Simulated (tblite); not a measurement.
# GeH2I2 (GeI2H2): GFN2-xTB

Aim: the electronic atomisation energy of GeH2I2 (GeI2H2) at GFN2-xTB, from 4 runs. 

Program for the calculation: tblite 0.8.0.

17 further runs of the same task are left out: 17 set aside as unsound or not needed.

## 1. The molecule

GeH2I2: 5 atoms, total charge 0, spin state singlet. As SMILES, `[H][Ge]([H])([I])[I]`. The shape was relaxed beforehand at GFN2-xTB.

Bond lengths: Ge1–I2 2.492 Å, Ge1–I3 2.492 Å, Ge1–H4 1.511 Å, Ge1–H5 1.511 Å. Angles: I2–Ge1–I3 111.6°, I2–Ge1–H4 108.3°, I2–Ge1–H5 108.3°, I3–Ge1–H4 108.3°, I3–Ge1–H5 108.3°, H4–Ge1–H5 112.0°.

## 2. The harmonic vibrations at GFN2-xTB

Contents of molecule.xyz:

```xyz
5
start geometry
Ge    -0.181735     0.000907    -0.127317
I     -0.218598    -0.023271     2.364083
I      2.147798     0.015048    -1.011875
H     -0.877116     1.255590    -0.600549
H     -0.870350    -1.248284    -0.624342
```

Contents of script.py:

```python
import json
import numpy as np
from tblite.interface import Calculator
from tblite.interface import symbols_to_numbers
from ase.data import atomic_masses

symbols = list(map(str, np.loadtxt("molecule.xyz", skiprows=2, usecols=0, dtype=str, ndmin=1)))
numbers = np.array(symbols_to_numbers(symbols))
positions = np.loadtxt("molecule.xyz", skiprows=2, usecols=(1, 2, 3), ndmin=2) / 0.5291772

calculator = Calculator("GFN2-xTB", numbers, positions, charge=0, uhf=0)
calculator.set("verbosity", 0)
calculator.set("accuracy", 0.01)
wfn = calculator.singlepoint()
h = 0.005  # bohr
n = positions.size
H, D = np.zeros((n, n)), np.zeros((n, 3))
for a in range(n):
    g, d = [], []
    for sign in (1, -1):
        x = positions.ravel().copy()
        x[a] += sign * h
        calculator.update(x.reshape(-1, 3))
        y = calculator.singlepoint()
        g.append(y.get('gradient').ravel())
        d.append(y.get('dipole'))
    H[a], D[a] = (g[0] - g[1]) / (2 * h), (d[0] - d[1]) / (2 * h)
mass = np.repeat(atomic_masses[numbers], 3)
H = (H + H.T) / 2 / np.sqrt(np.outer(mass, mass))
# project out translations and rotations
com = positions - atomic_masses[numbers] @ positions / atomic_masses[numbers].sum()
T = [np.tile(v, len(numbers)) for v in np.eye(3)] + [np.cross(com, v).ravel() for v in np.eye(3)]
U, sv, _ = np.linalg.svd((np.array(T) * np.sqrt(mass)).T)
Q = U[:, (sv > 1e-3 * sv.max()).sum():]
w, V = np.linalg.eigh(Q.T @ H @ Q)
freq = np.sign(w) * np.sqrt(np.abs(w)) * 5140.487
inten = (((Q @ V).T / np.sqrt(mass)) @ D) ** 2
inten = inten.sum(axis=1) * 974.88
print(f"E = {wfn.get('energy'):.8f} Eh, max gradient {np.abs(wfn.get('gradient')).max():.2e} Eh/bohr")
print("mode   frequency/cm^-1   IR/(km/mol)")
for i, (v, s) in enumerate(zip(freq, inten), 1):
    print(f"{i:4d} {v:14.2f} {s:14.3f}")
zpe = freq[freq > 0].sum() / 2 / 219474.63
print(f"imaginary modes: {(freq < -10).sum()}, zero-point energy {zpe:.6f} Eh = {zpe * 27.211386:.4f} eV")
out = {k: np.asarray(wfn.get(k)).tolist() for k in ("energy", "gradient", "charges", "dipole", "orbital-energies", "orbital-occupations")}
out.update(symbols=symbols, positions=(positions * 0.529177210903).tolist(), frequencies=freq.tolist(), intensities=inten.tolist(), zpe=zpe)
json.dump(out, open("results.json", "w"))
```

Launch:

```console
$ python script.py
```

What it wrote:

```text
E = -10.67522439 Eh, max gradient 3.00e-05 Eh/bohr
mode   frequency/cm^-1   IR/(km/mol)
   1          73.50          6.110
   2         250.95         11.146
   3         301.87         24.689
   4         418.57         69.980
   5         616.53          0.002
   6         679.23        978.959
   7         789.18        335.998
   8        1853.20        152.254
   9        1915.91        375.053
imaginary modes: 0, zero-point energy 0.015717 Eh = 0.4277 eV
```

Wall time 1 s (1 thread of Intel Xeon at 2.50GHz (Skylake/Cascade Lake), shared host).

## 3. The Ge atom: the energy at GFN2-xTB

Contents of molecule.xyz:

```xyz
1

Ge     0.000000     0.000000     0.000000
```

Contents of job.py:

```python
"""GFN2-xTB single point"""
import json
import numpy as np
from tblite.interface import Calculator
from tblite.interface import symbols_to_numbers

symbols = list(map(str, np.loadtxt("molecule.xyz", skiprows=2, usecols=0, dtype=str, ndmin=1)))
numbers = np.array(symbols_to_numbers(symbols))
positions = np.loadtxt("molecule.xyz", skiprows=2, usecols=(1, 2, 3), ndmin=2) / 0.529177210903

calc = Calculator("GFN2-xTB", numbers, positions, charge=0, uhf=2)
calc.set("verbosity", 0)
calc.set("accuracy", 0.1)
calc.add("spin-polarization", 1.0)
sp = calc.singlepoint()

print(f"E(total): {sp.get('energy') * 2625.4996:.8f} kJ/mol")
eps = np.atleast_2d(sp.get("orbital-energies")) * 27.211386
occ = np.atleast_2d(sp.get("orbital-occupations"))
filled = occ.sum(axis=0) if eps.shape[0] == 1 else occ[0]
homo = np.nonzero(filled > 0.5)[0].max()
print("  MO   occupation   energy/eV")
for i in range(max(0, homo - 4), min(eps.shape[1], homo + 5)):
    print(f"{i + 1:4d} {filled[i]:10.4f} {eps[0, i]:12.4f}")
mu = sp.get("dipole") * 2.541746
print(f"Dipole moment: {np.linalg.norm(mu):.4f} D, components " + " ".join(f"{c:.4f}" for c in mu))
q = sp.get("charges")
print("Charges:", " ".join(f"{s}{i + 1}={c:+.4f}" for i, (s, c) in enumerate(zip(symbols, q))))
out = {k: np.asarray(sp.get(k)).tolist() for k in ("energy", "gradient", "charges", "dipole", "orbital-energies", "orbital-occupations")}
out.update(symbols=symbols, positions=(positions * 0.529177210903).tolist())
json.dump(out, open("results.json", "w"))
```

Run the same way, it converges to -1.83519 Eh (log not shown).

## 4. The H atom: the energy at GFN2-xTB

Contents of xtb_job.py:

```python
# GFN2-xTB single point with ASE
import json
import numpy as np
from ase import Atom, Atoms
from tblite.ase import TBLite
from ase.units import Hartree
from ase.units import Debye

mol = Atoms([
    Atom("H", (0.000000, 0.000000, 0.000000)),
])
start = mol.get_positions()

mol.calc = TBLite(
    method="GFN2-xTB",
    charge=0,
    multiplicity=2,
    accuracy=0.1,
    spin_polarization=1.0,
)
print(f"E: {mol.get_potential_energy() / Hartree:.6f} Eh")
print(f"Dipole: {np.linalg.norm(mol.get_dipole_moment()) / Debye:.4f} D")
print("Charges:", np.round(mol.get_charges(), 4))
json.dump(dict(energy=mol.get_potential_energy(), forces=mol.get_forces().tolist(), dipole=mol.get_dipole_moment().tolist(), charges=mol.get_charges().tolist(),
               symbols=mol.get_chemical_symbols(), start=start.tolist(), final=mol.positions.tolist()), open("results.json", "w"))
```

Launch:

```console
$ python xtb_job.py
```

What it wrote:

```text
------------------------------------------------------------
  cycle        total energy    energy error   density error
------------------------------------------------------------
      1    -0.4292952639310  -4.2929526E-01   2.2360680E-01
      2    -0.4292952639310   0.0000000E+00   1.3416408E-01
      3    -0.4292952639310   0.0000000E+00   8.0490398E-06
      4    -0.4292952639310   0.0000000E+00   6.2559861E-15
------------------------------------------------------------

 total:                                   0.001 sec
E: -0.429295 Eh
Dipole: 0.0000 D
Charges: [0.]
```

It took 0.55 s on 1 thread of Intel Xeon at 2.50GHz (Skylake/Cascade Lake), shared host.

## 5. The I atom: a single-point energy at GFN2-xTB

Contents of run.py:

```python
# GFN2-xTB single point
import json
import numpy as np
from tblite.interface import Calculator

symbols = ["I"]
numbers = np.array([53])
positions = np.array([  # bohr
    [0.000000, 0.000000, 0.000000],
])

xtb = Calculator("GFN2-xTB", numbers, positions, charge=0, uhf=1)
xtb.set("verbosity", 0)
xtb.set("accuracy", 0.1)
xtb.add("spin-polarization", 1.0)
sp = xtb.singlepoint()

print(f"Energy: {sp.get('energy') * 627.5095:.8f} kcal/mol")
eps = np.atleast_2d(sp.get("orbital-energies")) * 27.211386
occ = np.atleast_2d(sp.get("orbital-occupations"))
filled = occ.sum(axis=0) if eps.shape[0] == 1 else occ[0]
homo = np.nonzero(filled > 0.5)[0].max()
print("  MO   occupation   energy/eV")
for i in range(max(0, homo - 4), min(eps.shape[1], homo + 5)):
    print(f"{i + 1:4d} {filled[i]:10.4f} {eps[0, i]:12.4f}")
mu = sp.get("dipole") * 2.541746
print(f"Dipole moment: {np.linalg.norm(mu):.4f} D, components " + " ".join(f"{c:.4f}" for c in mu))
q = sp.get("charges")
print("Charges:", " ".join(f"{s}{i + 1}={c:+.4f}" for i, (s, c) in enumerate(zip(symbols, q))))
out = {k: np.asarray(sp.get(k)).tolist() for k in ("energy", "gradient", "charges", "dipole", "orbital-energies", "orbital-occupations")}
out.update(symbols=symbols, positions=(positions * 0.529177210903).tolist())
json.dump(out, open("results.json", "w"))
```

Run the same way, it converges to -3.78537 Eh (log not shown).

## 6. Results

Level: GFN2-xTB.

| quantity | value |
| --- | --- |
| molecule: total energy | -10.67522 Eh |
| molecule: dipole moment | 4.71 D |
| molecule: HOMO energy | -11.92 eV |
| molecule: LUMO energy | -6.75 eV |
| molecule: HOMO–LUMO gap | 5.17 eV |
| molecule: largest force on an atom | 0.002 eV/Å |
| molecule: lowest harmonic wavenumber | 74 cm⁻¹ |
| molecule: highest harmonic wavenumber | 1916 cm⁻¹ |
| molecule: zero-point energy | 41.3 kJ/mol |
| Ge atom: total energy | -1.83519 Eh |
| Ge atom: dipole moment | 0.00 D |
| Ge atom: HOMO energy (as the program lists it) | -6.84 eV |
| Ge atom: LUMO energy (as the program lists it) | 0.39 eV |
| Ge atom: largest force on an atom | 0.000 eV/Å |
| H atom: total energy | -0.42930 Eh |
| H atom: dipole moment | 0.00 D |
| H atom: largest force on an atom | 0.000 eV/Å |
| I atom: total energy | -3.78537 Eh |
| I atom: dipole moment | 0.00 D |
| I atom: HOMO energy (as the program lists it) | -12.49 eV |
| I atom: LUMO energy (as the program lists it) | -0.49 eV |
| I atom: largest force on an atom | 0.000 eV/Å |
| electronic atomisation energy | 11.176 eV |

What this shows: Taking the molecule apart into free atoms costs 11.18 eV (258 kcal/mol), before zero-point energy and without spin-orbit coupling. Tight-binding and semi-empirical models aren't fitted to free atoms, so this value can be far from the true one. All 9 modes (molecule) are real, so the shape is a minimum at this level. Mulliken charges (molecule) run from -0.09 on I3 to +0.23 on Ge1.
